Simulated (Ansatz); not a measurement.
# WSe2: the cost of one run

Method: DFT LDA, scalar-relativistic, plane waves, PAW, in Ansatz 0.2.0.

## Step 1: Starting point

Symmetry: P-3m1, No. 164, trigonal system. The conventional cell has a = 3.318 Å, b = 3.318 Å, c = 24.069 Å, α = 90.00°, β = 90.00°, γ = 120.00°. W (site symmetry 3m) is surrounded by 6 Se at 2.54 Å. Se (site symmetry 3m) is surrounded by 3 W at 2.54 Å.

Structure file:

```cif
data_structure
_symmetry_space_group_name_H-M 'P 1'
_symmetry_Int_Tables_number 1
_cell_length_a 3.3179
_cell_length_b 3.3179
_cell_length_c 24.0685
_cell_angle_alpha 90.000
_cell_angle_beta 90.000
_cell_angle_gamma 120.000
_cell_volume 229.45
loop_
_atom_site_label
_atom_site_type_symbol
_atom_site_fract_x
_atom_site_fract_y
_atom_site_fract_z
_atom_site_occupancy
W1 W 0.66667 0.33333 0.14154 1
W2 W 0.33333 0.66667 0.85846 1
Se1 Se 0.33333 0.66667 0.21059 1
Se2 Se 0.66667 0.33333 0.92756 1
Se3 Se 0.33333 0.66667 0.07244 1
Se4 Se 0.66667 0.33333 0.78941 1
```

The structure comes from the Materials Project (structure only).

(A quick probe on a coarse mesh, which set the mesh and smearing, is not shown.)

## Step 3: Full relaxation

input.yaml reads:

```yaml
crystal:
  lattice:
    - [3.317853269, 0.0, 0.0]
    - [-1.6589266345, 2.873345217, 0.0]
    - [0.0, 0.0, 24.06851927]
  atoms:
    - { symbol: W, position: [0.66666667, 0.33333333, 0.14153752] }
    - { symbol: W, position: [0.33333333, 0.66666667, 0.85846248] }
    - { symbol: Se, position: [0.33333333, 0.66666667, 0.21059449] }
    - { symbol: Se, position: [0.66666667, 0.33333333, 0.9275621] }
    - { symbol: Se, position: [0.33333333, 0.66666667, 0.0724379] }
    - { symbol: Se, position: [0.66666667, 0.33333333, 0.78940551] }
basis:
  ecutwfc: 420
kpoints:
  mp_grid: { grid: [12, 12, 2] }
hamiltonian:
  xc: lda
scf:
  occupations: { method: gaussian, width: 0.02 }
output:
  forces: true
  stress: true
  eigenvalues: true
  write_density: true
  write_potential: true
  elf: true
  volumetric_format: npy
relax:
  adjacent_minimum: "off"
  f_tol: 0.005
  max_steps: 80
  cell: { stress_tol: 0.05 }
```

Run with:

```
$ ansatz run input.yaml --threads 2 --pin off --max-ram 6144MiB --backend cpu --events-out ev --progress --plain --runs-dir out
```

Q: Estimate wall time and peak memory on 2 threads of Intel Xeon 6975P-C (Granite Rapids), shared host.

About 50 s, with a peak of 0.77 GiB.
